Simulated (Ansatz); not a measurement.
# C₃H₅F₃O: how energies converge with the basis set

Aim: see how fast density functionals converge with the basis set for C₃H₅F₃O.

Computed with Ansatz 0.2.0, Gaussian basis. Level: one geometry, several basis sets.

The runs, in order: PBE0-D4/def2-SVP; ωB97M-V/def2-SVP; PBE0-D4/def2-QZVPP; ωB97M-V/def2-QZVPP; the functionals' def2-TZVPP values are taken from earlier runs.

**1. Structure used throughout**

The geometry comes from an earlier relaxation with PBE0-D4 in a triple-zeta def2 set; it is a stationary point, not always the lowest conformer.

SMILES `FCOCC(F)F`, 12 atoms, charge 0, spin multiplicity 1.

Atoms are counted from 1 here; the program's logs count them from 0.

Bond lengths: F1–C2 1.381 Å, C2–O3 1.372 Å, C2–H8 1.091 Å, C2–H9 1.094 Å, O3–C4 1.407 Å, C4–C5 1.510 Å, C4–H10 1.095 Å, C4–H11 1.093 Å, C5–F6 1.360 Å, C5–F7 1.352 Å, C5–H12 1.096 Å. Angles: F1–C2–O3 110.4°, F1–C2–H8 108.0°, F1–C2–H9 106.7°, O3–C2–H8 107.0°, O3–C2–H9 112.7°, H8–C2–H9 111.9°, C2–O3–C4 115.3°, O3–C4–C5 112.0°, O3–C4–H10 111.8°, O3–C4–H11 107.8°, C5–C4–H10 109.0°, C5–C4–H11 108.0°, H10–C4–H11 108.0°, C4–C5–F6 110.6°, C4–C5–F7 110.8°, C4–C5–H12 111.6°, F6–C5–F7 107.2°, F6–C5–H12 108.0° and more.

**2. PBE0-D4 in def2-SVP**

in.yaml reads:

```yaml
crystal:
  periodic: [false, false, false]
  atoms:
    - {symbol: F, position_ang: [-0.146651, -2.395672, 0.928634]}
    - {symbol: C, position_ang: [0.223324, -1.115405, 1.292156]}
    - {symbol: O, position_ang: [0.908636, -0.506769, 0.271409]}
    - {symbol: C, position_ang: [0.123087, -0.101667, -0.823075]}
    - {symbol: C, position_ang: [-0.238055, 1.362787, -0.750464]}
    - {symbol: F, position_ang: [-0.957757, 1.624108, 0.373521]}
    - {symbol: F, position_ang: [0.873740, 2.130270, -0.700912]}
    - {symbol: H, position_ang: [0.908526, -1.189973, 2.137261]}
    - {symbol: H, position_ang: [-0.696508, -0.585671, 1.557954]}
    - {symbol: H, position_ang: [-0.795032, -0.692179, -0.905128]}
    - {symbol: H, position_ang: [0.708559, -0.260453, -1.731802]}
    - {symbol: H, position_ang: [-0.834970, 1.675425, -1.615453]}
basis:
  gaussian: {orbitals: def2-SVP}
hamiltonian: {xc: pbe0, dispersion: d4}
output: {orbitals: {seedname: orbitals}}
```

Launch:

```console
> ansatz run in.yaml --threads 4 --pin off --events-out ev --progress --plain --max-ram 11315MiB
```

After this run come: ωB97M-V in def2-SVP; PBE0-D4 in def2-QZVPP; ωB97M-V in def2-QZVPP.

**Question.** What will the summary of the whole plan be? Wanted: PBE0-D4: double and triple zeta above quadruple; ωB97M-V: double and triple zeta above quadruple.

The runs gave:

```
                                       quantity           value
PBE0-D4: double and triple zeta above quadruple  16.68, 0.70 eV
ωB97M-V: double and triple zeta above quadruple  17.07, 0.67 eV
```

In words: PBE0-D4 gains 15.98 eV from double to triple zeta, then 0.70 eV more. Total energies overstate the basis error of differences, where much of it tends to cancel. The LUMO of ωB97M-V is positive and keeps falling with the basis (3.45 to 1.84 eV): an unbound level that the basis holds in place.
